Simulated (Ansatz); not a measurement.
# ZnIr2O4: the cost of one run

Program: Ansatz 0.2.0. Level of theory: DFT PBE, scalar-relativistic, plane waves, PAW. These are calculated values, not measurements.

## Step 1: The system as given

Symmetry: Fd-3m, No. 227, cubic system. The conventional cell has a = 8.730 Å, b = 8.730 Å, c = 8.730 Å, α = 90.00°, β = 90.00°, γ = 90.00°. Around Zn (site symmetry -43m) lie 4 O at 2.07 Å. Around Ir (site symmetry -3m) lie 6 O at 2.09 Å. O (site symmetry 3m) has 1 Zn at 2.07 Å and 3 Ir at 2.09 Å as nearest neighbours.

As a file:

```
CELL_PARAMETERS angstrom
0.00000 4.36482 4.36482
4.36482 0.00000 4.36482
4.36482 4.36482 0.00000
ATOMIC_POSITIONS crystal
Zn 0.75000 0.75000 0.75000
Zn 0.50000 0.50000 0.50000
Ir 0.12500 0.12500 0.62500
Ir 0.12500 0.62500 0.12500
Ir 0.62500 0.12500 0.12500
Ir 0.12500 0.12500 0.12500
O 0.36335 0.36335 0.90996
O 0.36335 0.90996 0.36335
O 0.90996 0.36335 0.36335
O 0.36335 0.36335 0.36335
O 0.88665 0.88665 0.34004
O 0.88665 0.34004 0.88665
O 0.34004 0.88665 0.88665
O 0.88665 0.88665 0.88665
```

It goes back to an entry of the Materials Project, which need not be the stable form.

It is the result of an earlier relaxation at this level (volume 11.88 Å³/atom; gap on the mesh: 0.46 eV).

## Step 2: Dielectric function, independent particles

File input.yaml:

```yaml
crystal:
  lattice:
    - [0.0, 4.3648232348, 4.3648232348]
    - [4.3648232348, 0.0, 4.3648232348]
    - [4.3648232348, 4.3648232348, 0.0]
  atoms:
    - { symbol: Zn, position: [0.75, 0.75, 0.75] }
    - { symbol: Zn, position: [0.5, 0.5, 0.5] }
    - { symbol: Ir, position: [0.125, 0.125, 0.625] }
    - { symbol: Ir, position: [0.125, 0.625, 0.125] }
    - { symbol: Ir, position: [0.625, 0.125, 0.125] }
    - { symbol: Ir, position: [0.125, 0.125, 0.125] }
    - { symbol: O, position: [0.3633454449, 0.3633454449, 0.9099636654] }
    - { symbol: O, position: [0.3633454449, 0.9099636654, 0.3633454449] }
    - { symbol: O, position: [0.9099636654, 0.3633454449, 0.3633454449] }
    - { symbol: O, position: [0.3633454449, 0.3633454449, 0.3633454449] }
    - { symbol: O, position: [0.8866545551, 0.8866545551, 0.3400363346] }
    - { symbol: O, position: [0.8866545551, 0.3400363346, 0.8866545551] }
    - { symbol: O, position: [0.3400363346, 0.8866545551, 0.8866545551] }
    - { symbol: O, position: [0.8866545551, 0.8866545551, 0.8866545551] }
basis:
  ecutwfc: 420
kpoints:
  mp_grid: { grid: [8, 8, 8] }
hamiltonian:
  xc: pbe
scf:
  occupations: { method: gaussian, width: 0.02 }
  n_extra_bands: 56
output:
  forces: false
  stress: false
  eigenvalues: true
  optics: { e_range: [0, 14], sigma: 0.1, nscf_kmesh: { grid: [12, 12, 12] } }
checkpoint:
  read: start.run
  write: ck
  compress: false
  write_wavefunctions: false
  write_every: 100000
```

Command:

```bash
$ ansatz run input.yaml --threads 4 --pin off --max-ram 10240MiB --backend cpu --events-out ev --progress --plain --runs-dir out
```

What time and memory should one allow on 4 threads of Arm Neoverse V2, shared host?

About 2.7 min, with a peak of 4.6 GiB.
